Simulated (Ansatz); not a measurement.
Runs of Ansatz 0.2.0 on Ba2Tl5V3O12. The structure is tetragonal, space group P-42m (No. 111). Conventional cell: a = 10.975 Å, b = 10.975 Å, c = 6.604 Å, α = 90.00°, β = 90.00°, γ = 90.00°. Ba (site symmetry 222) is surrounded by 4 O at 2.58 Å. Around V (site symmetry -42m) lie 4 O at 1.73 Å. V (site symmetry 222) is surrounded by 4 O at 1.73 Å. Tl (site symmetry -42m) is surrounded by 4 O at 2.65 Å. Tl (site symmetry m) is surrounded by 3 O at 2.50 to 2.65 Å. Around O (site symmetry m) lie 1 V at 1.73 Å. O (site symmetry 1) is surrounded by 1 V at 1.73 Å. The cell was built by a generator and needn't be a form met in nature.

```tsv
potentials or basis	cutoff (eV)	gap on the mesh (eV)	pressure (GPa)	moment (μB)	largest force (eV/Å)
Ansatz PAW earlier set	930	2.57	0.0	0.00	0.01
Ansatz NC	1240	2.58	(a)	0.00	0.02
PseudoDojo standard (PBE files)	1143	2.57	-0.1	0.00	(b)
SPMS NC	1034	2.57	0.0	0.00	0.02
```

Alike in all rows: task single point; level PBE; spin collinear, ferromagnetic start; cell as given; k mesh 3 × 3 × 4; smearing fermi-dirac 0.05 eV.

Task: Estimate the missing entries.

Result: (a) 0.1; (b) 0.04.

Caveats: odd divisions of the mesh miss points on the zone boundary, where band edges often lie, so the gap on the mesh can be too wide; spin-orbit coupling is left out, which as a rule narrows the gap of such compounds by several tenths of an eV.

A k mesh can miss the band edges, and the runs leave out spin-orbit coupling on Ba, Tl.

Not every run made on this cell is shown here.
